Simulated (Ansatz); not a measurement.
**In4Bi3Sb: the band gap up the ladder of functionals**

One table from this session's results is given with a row withheld; the runs are named, their logs left out.

The runs shown are made with Ansatz 0.2.0. PAW datasets, plane waves. Note: simulated data, non-magnetic, for a generated structure that need not be the stable one.

## The system as given

The cell was relaxed beforehand with r2SCAN.

Space group I-42m (No. 121), tetragonal; a = 6.705 Å, c = 13.417 Å in the conventional setting, 37.70 Å³ an atom. Sb has 4 In at 2.86 Å; In has 1 Sb at 2.86 Å and 3 Bi at 2.92–2.93 Å; Bi has 4 In at 2.92 Å; Bi has 4 In at 2.93 Å.

As a file:

```cif
data_structure
_symmetry_space_group_name_H-M 'I-42m'
_symmetry_Int_Tables_number 121
_cell_length_a 6.7051
_cell_length_b 6.7051
_cell_length_c 13.4166
_cell_angle_alpha 90.000
_cell_angle_beta 90.000
_cell_angle_gamma 90.000
_cell_volume 603.18
loop_
_atom_site_label
_atom_site_type_symbol
_atom_site_symmetry_multiplicity
_atom_site_Wyckoff_symbol
_atom_site_fract_x
_atom_site_fract_y
_atom_site_fract_z
_atom_site_occupancy
Sb1 Sb 2 a 0.00000 0.00000 0.00000 1
In1 In 8 i 0.25455 0.25455 0.37665 1
Bi1 Bi 4 d 0.50000 0.00000 0.25000 1
Bi2 Bi 2 b 0.50000 0.50000 0.00000 1
```

Set-up of the first run:

Input file input.yaml:

```yaml
crystal:
  lattice:
    - [-3.3525420568, 3.3525420568, 6.7082845416]
    - [3.3525420568, -3.3525420568, 6.7082845416]
    - [3.3525420568, 3.3525420568, -6.7082845416]
  atoms:
    - { symbol: Sb, position: [0.0, 0.0, 0.0] }
    - { symbol: In, position: [0.6311982967, 0.6311982967, 0.5090915626] }
    - { symbol: Bi, position: [0.25, 0.75, 0.5] }
    - { symbol: In, position: [0.877893266, 0.3688017033, 0.0] }
    - { symbol: Bi, position: [0.5, 0.5, 0.0] }
    - { symbol: In, position: [0.122106734, 0.122106734, 0.4909084374] }
    - { symbol: Bi, position: [0.75, 0.25, 0.5] }
    - { symbol: In, position: [0.3688017033, 0.877893266, 0.0] }
kpoints:
  mp_grid: { grid: [6, 6, 6] }
  band_path:
    path:
      - [[0.0, 0.0, 0.0], [-1.189260496202e-17, 1.189260496202e-17, 0.5], [0.25, 0.25, 0.25], [2.109084421277e-17, 0.5, -2.109084421277e-17], [0.0, 0.0, 0.0], [0.5, 0.5, -0.5], [0.3124403784891, 0.6875596215109, -0.3124403784891]]
      - [[-0.3124403784891, 0.3124403784891, 0.3124403784891], [0.0, 0.0, 0.0]]
      - [[-1.189260496202e-17, 1.189260496202e-17, 0.5], [-0.1248807569782, 0.1248807569782, 0.5]]
      - [[0.5, 0.5, -0.1248807569782], [0.5, 0.5, -0.5]]
    npoints: 10
hamiltonian:
  xc: pbe
scf:
  occupations: { method: fermi_dirac, width: 0.02 }
  n_extra_bands: 6
output:
  forces: true
  stress: true
  eigenvalues: true
  write_density: true
  write_potential: true
  elf: true
  volumetric_format: npy
```

Launch:

```
$ ansatz run input.yaml --threads 2 --pin off --max-ram 20275MiB --backend cpu --events-out ev --progress --plain --runs-dir out
```

Among the steps run: PBE band path; r2SCAN at the same geometry; HSE06; PBE+SOC.

One table of the session follows, with a row left open; its other results are not shown here.

```
  level  gap (eV)
    PBE         ?
 r2SCAN      0.00
  HSE06      0.00
PBE+SOC     -0.59
```

**Question.** Estimate the row for PBE.

**Answer.** gap (eV): -0.10. In the column «gap (eV)» it lies between PBE+SOC (-0.59) and r2SCAN (0.00).

Meshes: PBE 6×6×6, r2SCAN 6×6×6, HSE06 4×4×4, PBE+SOC 6×6×6

What this shows: No level opens a gap.

Caveats from the session: Warnings in the runs' records: stress exchange threshold loose, filled band counts differ across k points, stress scf threshold loose.
